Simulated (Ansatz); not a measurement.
# PtF2: the cost of one run

Program: Ansatz 0.2.0. Level of theory: DFT PBE, scalar-relativistic, plane waves, PAW. These are calculated values, not measurements.

## Step 1: The starting structure

It takes space group Fm-3m (No. 225, cubic). The conventional cell has a = 5.422 Å, b = 5.422 Å, c = 5.422 Å, α = 90.00°, β = 90.00°, γ = 90.00°. Pt (site symmetry m-3m) has 8 F at 2.35 Å as nearest neighbours. Around F (site symmetry -43m) lie 4 Pt at 2.35 Å.

Coordinates:

```cif
data_structure
_symmetry_space_group_name_H-M 'Fm-3m'
_symmetry_Int_Tables_number 225
_cell_length_a 5.4224
_cell_length_b 5.4224
_cell_length_c 5.4224
_cell_angle_alpha 90.000
_cell_angle_beta 90.000
_cell_angle_gamma 90.000
_cell_volume 159.44
loop_
_atom_site_label
_atom_site_type_symbol
_atom_site_symmetry_multiplicity
_atom_site_Wyckoff_symbol
_atom_site_fract_x
_atom_site_fract_y
_atom_site_fract_z
_atom_site_occupancy
Pt1 Pt 4 b 0.50000 0.00000 0.00000 1
F1 F 8 c 0.25000 0.75000 0.75000 1
```

The cell is invented: random cell by space group and Wyckoff sites (Fm-3m, No. 225). The dimensions are guesses.

## Step 2: The guess as it stands, on a coarse mesh

The input, input.yaml:

```yaml
crystal:
  lattice:
    - [0.0, 2.71121934, 2.71121934]
    - [2.71121934, 0.0, 2.71121934]
    - [2.71121934, 2.71121934, 0.0]
  atoms:
    - { symbol: Pt, position: [0.5, 0.5, 0.5] }
    - { symbol: F, position: [0.25, 0.25, 0.25] }
    - { symbol: F, position: [0.75, 0.75, 0.75] }
basis:
  ecutwfc: 420
kpoints:
  mp_grid: { grid: [6, 6, 6] }
hamiltonian:
  xc: pbe
scf:
  occupations: { method: gaussian, width: 0.1 }
  lower_state_search: "off"
output:
  forces: true
  stress: true
  eigenvalues: true
```

Started as:

```console
$ ansatz run input.yaml --threads 1 --pin off --max-ram 2560MiB --backend cpu --events-out ev --progress --plain --runs-dir out
```

**Question.** How long does this run take on 1 thread of Arm Neoverse V1, shared host, and how much memory does it need?

About 1.2 s, with a peak of 0.27 GiB.
